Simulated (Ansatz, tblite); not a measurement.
# In(PF3)H3 (F3H3InP): which spin state is lowest

Aim: set other spin states of In(PF3)H3 (F3H3InP) against its singlet, on many levels of theory.

Computed with Ansatz 0.2.0, Gaussian basis. Level: as each input shows.

Levels to be run: triplet, at the geometry of the singlet (GFN1-xTB, GFN2-xTB, PBE0-D4/def2-TZVP, PBE-D4/def2-TZVP, r2SCAN-D4/def2-TZVP); the singlet's energies come from earlier runs.

### 1 The relaxed structure

The singlet was relaxed beforehand with r2SCAN-D4/def2-SVP.

8 atoms, charge 0, spin multiplicity 1.

Bond lengths: In1–P2 2.830 Å, In1–H6 1.732 Å, In1–H7 1.731 Å, In1–H8 1.731 Å, P2–F3 1.588 Å, P2–F4 1.588 Å, P2–F5 1.588 Å. Angles: P2–In1–H6 92.3°, P2–In1–H7 92.3°, P2–In1–H8 92.8°, H6–In1–H7 119.8°, H6–In1–H8 119.8°, H7–In1–H8 119.9°, In1–P2–F3 119.0°, In1–P2–F4 118.3°, In1–P2–F5 118.7°, F3–P2–F4 98.9°, F3–P2–F5 98.9°, F4–P2–F5 98.9°.

Geometry (Å):

```mol
F3H3InP
  3D, bonds by distance, orders not assigned

  8  7  0  0  0  0  0  0  0  0999 V2000
    0.0343   -0.0395   -1.6721 In  0  0
   -0.0271    0.0254    1.1563 P   0  0
   -1.4303    0.1145    1.8948 F   0  0
    0.7172    1.2152    1.8994 F   0  0
    0.5960   -1.1939    1.9608 F   0  0
    1.7648   -0.0929   -1.7037 H   0  0
   -0.7814    1.4829   -1.7941 H   0  0
   -0.8735   -1.5116   -1.7414 H   0  0
  1  2  8  0
  1  6  8  0
  1  7  8  0
  1  8  8  0
  2  3  8  0
  2  4  8  0
  2  5  8  0
M  END
```

In takes a core potential in the def2 sets. No spin-orbit coupling is included.

### 2 Triplet at the fixed geometry, GFN1-xTB

Tight binding, by tblite at 300 K electronic temperature and without a spin-polarisation term:

```python
tblite.interface.Calculator('GFN1-xTB', numbers, positions, charge=0, uhf=2).singlepoint()
```

Energy -575.0801 eV; 0.031 s.

### 3 Triplet at the fixed geometry, GFN2-xTB

Tight binding, by tblite at 300 K electronic temperature and without a spin-polarisation term:

```python
tblite.interface.Calculator('GFN2-xTB', numbers, positions, charge=0, uhf=2).singlepoint()
```

Energy -526.4780 eV; 0.021 s.

### 4 Triplet at the fixed geometry, PBE0-D4/def2-TZVP

Input file in.yaml:

```yaml
crystal:
  periodic: [false, false, false]
  atoms:
    - {symbol: In, position_ang: [0.034266, -0.039506, -1.672147]}
    - {symbol: P, position_ang: [-0.027050, 0.025365, 1.156326]}
    - {symbol: F, position_ang: [-1.430327, 0.114460, 1.894780]}
    - {symbol: F, position_ang: [0.717166, 1.215219, 1.899415]}
    - {symbol: F, position_ang: [0.595973, -1.193866, 1.960819]}
    - {symbol: H, position_ang: [1.764835, -0.092922, -1.703658]}
    - {symbol: H, position_ang: [-0.781391, 1.482876, -1.794123]}
    - {symbol: H, position_ang: [-0.873472, -1.511627, -1.741412]}
basis:
  gaussian: {orbitals: def2-TZVP}
magnetization: {spin_polarized: true, initial_magnetization: 2}
hamiltonian: {xc: pbe0, dispersion: d4}
scf: {omitted_lower_state_checks: [starts]}
output: {orbitals: {seedname: orbitals}}
```

Command:

```
$ ansatz run in.yaml --threads 4 --pin off --events-out ev --progress --plain --max-ram 3916MiB
```

The program printed:

```text
Functional definition: PBE0
  name "PBE0"
  cite "Adamo & Barone, J. Chem. Phys. 110, 6158 (1999) doi:10.1063/1.478522"
  cite "Perdew, Burke & Ernzerhof, Phys. Rev. Lett. 77, 3865 (1996) doi:10.1103/PhysRevLett.77.3865"
  parent pbe
  parameter a = 0.25
  parameter kappa = 0.804
  parameter beta = 0.06672455060314922
  exchange = (1 - a)*pbe_x(kappa = kappa, mu = beta*pi^2/3) + a*exact_x
  correlation = pbe_c(beta = beta)
these checks for a lower state are left out or cut short: starts
1363 factors; their error is unknown
mean field evaluation 1: about -22644.2021 eV, gradient 3.4e1 eV
mean field evaluation 2: about -22622.3302 eV, gradient 7.6e1 eV
mean field evaluation 4: about -22649.2598 eV, gradient 1.5e1 eV
mean field evaluation 8: about -22651.0035 eV, gradient 7.9e-1 eV
mean field evaluation 16: about -22651.1525 eV, gradient 1.7e-1 eV
mean field evaluation 32: about -22651.1591 eV, gradient 3.2e-5 eV
mean field -22651.15914297 eV, -832.4147449969 hartree, gradient 2.4e-6 eV, S^2 2.012006; 0 other end points of the search recorded, 0 dependent functions left out
reference -22651.15919976 eV, -832.4147470839 hartree; 34, 32 occupied and 164, 166 virtual orbitals, 1363 factors
Total energy: -22651.30151042 eV, -832.4199769043 hartree
Checks for a lower state left out: starts
```

Wall time 45 s (4 threads of Intel Xeon at 2.50GHz, shared host); peak memory 1.1 GiB.

From the report: HOMO -2.92 eV, LUMO -6.73 eV (over both spins; with the spin held, an empty level of the minority spin lies below the top filled one); ⟨S²⟩ 2.012 (pure: 2.00).

### 5 Triplet at the fixed geometry, PBE-D4/def2-TZVP

start.molden holds the orbitals of an earlier run on this state, given as this run's starting guess.

in.yaml: that of step 4 with these lines changed.

```diff
@@ -12,5 +12,5 @@
 basis:
-  gaussian: {orbitals: def2-TZVP}
+  gaussian: {orbitals: def2-TZVP, initial_orbitals: start.molden}
 magnetization: {spin_polarized: true, initial_magnetization: 2}
-hamiltonian: {xc: pbe0, dispersion: d4}
+hamiltonian: {xc: pbe, dispersion: d4}
 scf: {omitted_lower_state_checks: [starts]}
```

Launched as before.

The program printed:

```text
Functional definition: PBE
  name "PBE"
  cite "Perdew, Burke & Ernzerhof, Phys. Rev. Lett. 77, 3865 (1996) doi:10.1103/PhysRevLett.77.3865"
  parent pbe
  parameter kappa = 0.804
  parameter beta = 0.06672455060314922
  exchange = pbe_x(kappa = kappa, mu = beta*pi^2/3)
  correlation = pbe_c(beta = beta)
these checks for a lower state are left out or cut short: starts
1258 factors; their error is unknown
mean field evaluation 1: about -22650.6045 eV, gradient 8.7e0 eV
mean field evaluation 2: about -22650.7983 eV, gradient 2.8e-1 eV
mean field evaluation 4: about -22650.8169 eV, gradient 4.3e-1 eV
mean field evaluation 8: about -22650.8110 eV, gradient 8.4e-4 eV
mean field evaluation 16: about -22650.8110 eV, gradient 1.3e-5 eV
mean field -22650.81100717 eV, -832.4019512424 hartree, gradient 1.3e-5 eV, S^2 2.008559; 0 other end points of the search recorded, 0 dependent functions left out
reference -22650.81108109 eV, -832.4019539588 hartree; 34, 32 occupied and 164, 166 virtual orbitals, 1258 factors
Total energy: -22650.97735742 eV, -832.4080645011 hartree
Checks for a lower state left out: starts
```

Wall time 16 s (4 threads of Intel Xeon at 2.50GHz, shared host).

HOMO -2.30 eV, LUMO -7.56 eV (over both spins; with the spin held, an empty level of the minority spin lies below the top filled one); ⟨S²⟩ 2.009 (pure: 2.00).

### 6 Triplet at the fixed geometry, r2SCAN-D4/def2-TZVP

in.yaml: that of step 5 with these lines changed.

```diff
@@ -14,3 +14,3 @@
 magnetization: {spin_polarized: true, initial_magnetization: 2}
-hamiltonian: {xc: pbe, dispersion: d4}
+hamiltonian: {xc: r2scan, dispersion: d4}
 scf: {omitted_lower_state_checks: [starts]}
```

Launched as before.

The program printed, cut to the lines that bear on the results:

```text
Functional definition: r2SCAN
  name "r2SCAN"
  cite "Furness, Kaplan, Ning, Perdew & Sun, J. Phys. Chem. Lett. 11, 8208 (2020) doi:10.1021/acs.jpclett.0c02405"
  cite "Furness, Kaplan, Ning, Perdew & Sun, J. Phys. Chem. Lett. 11, 9248 (2020) doi:10.1021/acs.jpclett.0c03077"
  parent r2scan
[...]
1258 factors; their error is unknown
[...]
mean field -22660.66910819 eV, -832.7642297727 hartree, gradient 1.9e-6 eV, S^2 2.017113; 0 other end points of the search recorded, 0 dependent functions left out
reference -22660.66914067 eV, -832.7642309663 hartree; 34, 32 occupied and 164, 166 virtual orbitals, 1258 factors
Total energy: -22660.70903942 eV, -832.7656972184 hartree
Checks for a lower state left out: starts
```

Wall time 38 s (4 threads of Intel Xeon at 2.50GHz, shared host).

Report: HOMO -2.45 eV, LUMO -7.40 eV (over both spins; with the spin held, an empty level of the minority spin lies below the top filled one); ⟨S²⟩ 2.017 (pure: 2.00).

### 7 Triplet less singlet, vertical

The singlet's energies are those of its earlier runs, whose logs aren't repeated here.

| level | triplet less singlet, vertical (eV) | time |
| --- | --- | --- |
| GFN1-xTB | +6.235 | 0.047 s |
| GFN2-xTB | +5.641 | 0.032 s |
| PBE-D4/def2-TZVP | +5.331 | 21 s |
| r2SCAN-D4/def2-TZVP | +5.442 | 45 s |
| PBE0-D4/def2-TZVP | +5.607 | 51 s |

Times add the two runs; a level without a time comes out of a correlated run. Tight binding without a spin term can't rank spin states.

### 8 Results

| quantity | value |
| --- | --- |
| triplet less singlet, vertical, functionals in def2-TZVP | +5.331 (PBE-D4) to +5.607 eV (PBE0-D4) |

**Reading.** All functionals put the triplet above the singlet, over a spread of 0.276 eV. The checks for a lower triplet were left out, so another state of that spin may lie lower. These are electronic energies, without zero-point motion, entropy or surroundings.
